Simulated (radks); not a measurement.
# F⁻ held by a Watson sphere

Aim: the size and levels of F⁻ inside a shell of charge +1 and radius R, which stands for the Madelung well of a crystal, for several R.

Program: radks (a radial shooting solver on a logarithmic mesh, Libxc functionals) version 1. Level of theory: scalar-relativistic Kohn-Sham, LDA (Slater exchange, VWN5 correlation), spin-unpolarised, spherical densities, point nucleus. These are calculated values, not measurements, unless marked.

### 1 The system

```
element       : fluorine (Z = 9)
charge        : -1
electrons     : 10
configuration : [Ne]
```

Outer shells as boxes (Hund's rule):

F⁻
```
[He] core
2s [↑↓]
2p [↑↓][↑↓][↑↓]
```

### 2 R = 1.72 bohr

Settings of this run:

```text
Z 9
configuration [Ne]
relativity scalar-relativistic
functional lda,vwn5
spin unpolarised
nucleus point
c 137.035999084
watson charge 1 radius 1.72 bohr
response adiabatic LDA kernel
```

Started as:

```console
$ python run_ks.py task.json out
```

All runs below come from this command, one after another.

### 3 R = 1.9 bohr

Changes since step 2:

```diff
@@ -7,3 +7,3 @@
 c 137.035999084
-watson charge 1 radius 1.72 bohr
+watson charge 1 radius 1.9 bohr
 response adiabatic LDA kernel
```

### 4 R = 2.02 bohr

Changes since step 3:

```diff
@@ -7,3 +7,3 @@
 c 137.035999084
-watson charge 1 radius 1.9 bohr
+watson charge 1 radius 2.02 bohr
 response adiabatic LDA kernel
```

### 5 R = 2.28 bohr

Changes since step 4:

```diff
@@ -7,3 +7,3 @@
 c 137.035999084
-watson charge 1 radius 2.02 bohr
+watson charge 1 radius 2.28 bohr
 response adiabatic LDA kernel
```

### 6 R = 3.53 bohr

Changes since step 5:

```diff
@@ -7,3 +7,3 @@
 c 137.035999084
-watson charge 1 radius 2.28 bohr
+watson charge 1 radius 3.53 bohr
 response adiabatic LDA kernel
```

### 7 R = 3.68 bohr

Changes since step 6:

```diff
@@ -7,3 +7,3 @@
 c 137.035999084
-watson charge 1 radius 3.53 bohr
+watson charge 1 radius 3.68 bohr
 response adiabatic LDA kernel
```

### 8 R = 3.7 bohr

Changes since step 7:

```diff
@@ -7,3 +7,3 @@
 c 137.035999084
-watson charge 1 radius 3.68 bohr
+watson charge 1 radius 3.7 bohr
 response adiabatic LDA kernel
```

### 9 R = 3.96 bohr

Changes since step 8:

```diff
@@ -7,3 +7,3 @@
 c 137.035999084
-watson charge 1 radius 3.7 bohr
+watson charge 1 radius 3.96 bohr
 response adiabatic LDA kernel
```

What does the calculation give? Wanted: for each run, R; highest level; its <r>; sum of <r²>; α.

The runs gave:

| R (bohr) | highest level (eV) | its <r> (bohr) | sum of <r²> (bohr²) | α (bohr³) |
| --- | --- | --- | --- | --- |
| 1.72 | -10.132 | 1.195 | 14.34 | 6.645 |
| 1.9 | -9.571 | 1.212 | 14.76 | 7.372 |
| 2.02 | -9.213 | 1.221 | 15.03 | 7.877 |
| 2.28 | -8.487 | 1.240 | 15.54 | 9.017 |
| 3.53 | -5.872 | 1.292 | 17.22 | 14.81 |
| 3.68 | -5.638 | 1.296 | 17.36 | 15.50 |
| 3.7 | -5.608 | 1.297 | 17.38 | 15.59 |
| 3.96 | -5.236 | 1.302 | 17.59 | 16.75 |

What this shows: From R = 1.72 to 3.96 bohr the top level moves from -10.132 to -5.236 eV and its mean radius from 1.19 to 1.30 bohr. A wider sphere makes a shallower well, so the ion swells. The polarisability goes from 6.65 to 16.7 bohr³. Response by self-consistent Sternheimer equations with the Hartree and adiabatic LDA kernel, the relativistic mass of each level held fixed and spin-orbit coupling left out. The sphere does not respond.
